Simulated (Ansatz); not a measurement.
This script for a comparison of functionals at one structure of LiNO3, space group R-3m with the Ansatz DFT code, driven from Python holds a mistake.

The script, `xc.py`:
```python
"""Functional comparison for LiNO3 (totals differ with the potentials too)."""

import warnings

import ansatz as az
from tabulate import tabulate

warnings.simplefilter("ignore", az.DeckWarning)

cell = (
    az.Lattice.of((2.061322, 1.190105, 3.356127), (-2.061322, 1.190105, 3.356127), (0.0, -2.380209, 3.356127))
    .atom("Li", (0.0, 0.0, 0.0))
    .atom("N", (0.5, 0.5, 0.5))
    .atom("O", (0.0, 0.0, 0.5))
    .atom("O", (0.5, 0.0, 0.0))
    .atom("O", (0.0, 0.5, 0.0))
)

base = cell.calculation()
base = base.occupations("fixed")
base = base.scf(tolerance=1e-06, lower_state_search="standard").mixing("anderson", ndim=12, beta=0.6)
base = base.kpoints(spacing=0.65)
base = base.basis(300)
base = base.stress()

rows = []
for value in ["r2scan", "lda", "blyp"]:
    rep = base.functional(value).run(threads=1, backend="cpu").report
    rows.append((value, rep["free_energy_ev"] / len(rep["lattice"]["sites"]), rep["n_iterations"], sum(rep["stress_gpa"][i][i] for i in range(3)) / 3, rep["n_kpoints"]))

print(tabulate(rows, headers=["functional", "F/atom (eV)", "iterations", "P (GPa)", "k-points"], floatfmt=".4f", tablefmt="plain"))
```

```console
$ python xc.py
RunWarning: iter 1: σ=0 fill of 13 bands saw a band overlap (occupied 3.7736 eV > unoccupied 2.4148 eV) — on an unconverged iterate often a transient of an unconverged empty band; one that stands at the close is told there (band_overlap_at_count); if the run [...]
RunWarning: the bands overlap at the fill by count (13 filled at each k-point of a channel): the highest filled level, 3.754898 eV at k-index 0, stands 1.4615 eV over the lowest empty one, 2.293413 eV at k-index 1, so that a fill of the lowest levels lies [...]
functional      F/atom (eV)    iterations    P (GPa)    k-points
r2scan            -455.7214            11    -0.6774           6
lda               -444.9919             8    -6.3248           6
blyp              -456.5121             8     6.9355           6
```
(Warnings from the package without file and line, shortened, repeats left out.)

The script ran to its end, but the result can't be trusted. Why?

The fault: fixed occupations, though the bands overlap at this level of theory. The change:

```diff
--- before
+++ after
@@ -19,3 +19,3 @@
 base = cell.calculation()
-base = base.occupations("fixed")
+base = base.occupations("fermi_dirac", width=0.05)
 base = base.scf(tolerance=1e-06, lower_state_search="standard").mixing("anderson", ndim=12, beta=0.6)
```

After the fix:

`python xc.py` gives:
```text
functional      F/atom (eV)    iterations    P (GPa)    k-points
r2scan            -455.8016             8    -2.1827           6
lda               -445.0745             8    -7.9197           6
blyp              -456.5908             9     5.4565           6
```

Reading the output:
- The cutoff lies under the one recommended for these potentials.
- Under the recommended cutoff a pressure can be off by several GPa, even in sign.
- BLYP can be off by several per cent in the lattices of metals, and by several GPa in the pressure at a fixed cell.
- For a metal this mesh is far too coarse, so the numbers only illustrate the procedure.
- The program warned that this SCF threshold is loose for forces or stresses.
- Pressure is positive in compression.
- This cell is a computed structure, which may not be the phase found in nature.
- Total energies of different functionals can't be compared; pressures, moments and gaps at this one structure can.
- The script silences the warnings on its input, which a real study should read.
- Timing: 3.1 s on 1 thread of Arm Neoverse V2, on a shared host, peak memory 0.38 GiB.
